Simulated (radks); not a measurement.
**Kr⁺ in [Ar] 3d9.75 4s2 4p5 5p0.25: an all-electron calculation**

What are the levels of the krypton ion Kr+, how large are its shells, and how does its energy divide?

Method: scalar-relativistic Kohn-Sham, r2SCAN, spin-polarised, spherical densities, finite nucleus; open shells are filled with parallel spins first. Code: radks (a radial shooting solver on a logarithmic mesh, Libxc functionals) version 1.

## Step 1: Starting point

```
element            : krypton (Z = 36)
charge             : +1
electrons          : 35
configuration      : [Ar] 3d9.75 4s2 4p5 5p0.25
nuclear rms radius : 4.1884 fm
```

## Step 2: The run

Input:

```text
Z 36
configuration [Ar] 3d9.75 4s2 4p5 5p0.25 5s0 4d0
relativity scalar-relativistic
functional r2scan,r2scan
spin polarised
nucleus finite rms 4.1884 fm
c 137.035999084
```

On the command line:

```console
> python run_ks.py task.json out
```

The same process makes all the runs of this session.

Q: Predict the outcome of this run.

The runs gave:

```
                        quantity                   value
                    total energy     -2789.33917 hartree
exchange-correlation share of it                  3.45 %
                            −T/E                  1.0229
          highest occupied level        5p up, -4.247 eV
    most extended occupied level  5p up, <r> = 6.05 bohr
 radius at density 0.001 e/bohr³               3.71 bohr
    maxima of the radial density                       3
```

What this shows: 5 principal shells are occupied and 3 maxima appear in the radial density; where shells overlap, one shows as a shoulder or not at all. −T/E is 1.023: with relativity the kinetic term as defined here no longer equals −E. This is not the tabulated ground configuration, so its levels and sizes aren't those of the ground state, and no measured value stands beside it.
